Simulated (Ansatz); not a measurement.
# CHAlClNO: small, medium and large basis sets

The task here is to estimate one member of a computed series from the others.

Computed with Ansatz 0.2.0, Gaussian basis. Level: one geometry, several basis sets.

Plan: PBE0-D4/def2-SVP; ωB97M-V/def2-SVP; PBE0-D4/def2-QZVPP; ωB97M-V/def2-QZVPP; CCSD(T)/cc-pV(D+d)Z; CCSD(T)/cc-pV(T+d)Z; CCSD(T)/cc-pV(Q+d)Z; the functionals' def2-TZVPP values are taken from earlier runs.

### Structure used throughout

All runs share one geometry, relaxed beforehand with PBE0-D4 in a triple-zeta def2 set.

SMILES `O=C=[N][AlH][Cl]`, 6 atoms, charge 0, spin multiplicity 1.

Atoms are counted from 1 here; the program's logs count them from 0.

Bond lengths: O1–C2 1.164 Å, C2–N3 1.197 Å, N3–Al4 1.756 Å, Al4–Cl5 2.083 Å, Al4–H6 1.562 Å. Angles: O1–C2–N3 179.3°, C2–N3–Al4 173.9°, N3–Al4–Cl5 117.9°, N3–Al4–H6 120.9°, Cl5–Al4–H6 121.2°.

Set-up of the first run:

Contents of in.yaml:

```yaml
crystal:
  periodic: [false, false, false]
  atoms:
    - {symbol: O, position_ang: [-0.593587, -1.778813, -2.271408]}
    - {symbol: C, position_ang: [-0.424167, -1.086597, -1.351587]}
    - {symbol: N, position_ang: [-0.264019, -0.376865, -0.401556]}
    - {symbol: Al, position_ang: [0.146900, 0.686507, 0.934362]}
    - {symbol: Cl, position_ang: [2.090231, 1.431777, 1.025264]}
    - {symbol: H, position_ang: [-0.913260, 1.060091, 2.018723]}
basis:
  gaussian: {orbitals: def2-SVP}
hamiltonian: {xc: pbe0, dispersion: d4}
output: {orbitals: {seedname: orbitals}}
```

On the command line:

```
$ ansatz run in.yaml --threads 2 --pin off --events-out ev --progress --plain --max-ram 32768MiB --backend cpu
```

Among the steps run: PBE0-D4 in def2-SVP; ωB97M-V in def2-SVP; PBE0-D4 in def2-QZVPP; ωB97M-V in def2-QZVPP.

One of the session's tables, all rows but one given; the rest of the session is left out.

```
functional       basis  HOMO (eV)  LUMO (eV)
   PBE0-D4    def2-SVP      -8.79      -1.43
   PBE0-D4  def2-TZVPP      -8.89      -1.55
   PBE0-D4  def2-QZVPP      -8.92      -1.59
   ωB97M-V    def2-SVP          ?          ?
   ωB97M-V  def2-TZVPP     -11.12       0.14
   ωB97M-V  def2-QZVPP     -11.16      -0.01
```

Estimate the missing values for ωB97M-V, def2-SVP.

**Answer.** HOMO (eV): -10.97; LUMO (eV): 0.34. In the column «HOMO (eV)» it lies between ωB97M-V, def2-TZVPP (-11.12) and PBE0-D4, def2-QZVPP (-8.92).
